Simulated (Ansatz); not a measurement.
# Ti: the cost of one run

Method: DFT r2SCAN, scalar-relativistic, plane waves, PAW, in Ansatz 0.2.0.

### Step 1. The structure to begin with

Symmetry: Fm-3m, No. 225, cubic system. The conventional cell has a = 4.060 Å, b = 4.060 Å, c = 4.060 Å, α = 90.00°, β = 90.00°, γ = 90.00°. Ti (site symmetry m-3m) is surrounded by 12 Ti at 2.87 Å.

As a file:

```
CELL_PARAMETERS angstrom
0.00000 2.03000 2.03000
2.03000 0.00000 2.03000
2.03000 2.03000 0.00000
ATOMIC_POSITIONS crystal
Ti 0.00000 0.00000 0.00000
```

The cell is taken as given, not relaxed at this level.

### Step 2. The reference cell

Reference values: F = -2504.2989 eV; pressure 4.41 GPa; largest force 0.000 eV/Å; gap on the mesh none (metal). It was computed beforehand with the settings of the runs below.

### Step 3. Setting up biaxial against axial strain

The cell is strained by p along both x and y and by q along z, with fractional coordinates fixed.

### Step 4. Point p = -0.050, q = -0.050

input.yaml reads:

```yaml
crystal:
  lattice:
    - [0.0, 1.9285, 1.9285]
    - [1.9285, 0.0, 1.9285]
    - [1.9285, 1.9285, 0.0]
  atoms:
    - { symbol: Ti, position: [0.0, 0.0, 0.0] }
basis:
  ecutwfc: 500
kpoints:
  mp_grid: { grid: [20, 20, 20] }
hamiltonian:
  xc: r2scan
scf:
  occupations: { method: gaussian, width: 0.15 }
output:
  forces: true
  stress: true
  eigenvalues: true
```

Started as:

```
> ansatz run input.yaml --threads 1 --pin off --max-ram 2560MiB --backend cpu --events-out ev --progress --plain --runs-dir out
```

What time and memory should one allow on 1 thread of Arm Neoverse V1, shared host?

About 5.5 s, with a peak of 0.35 GiB.
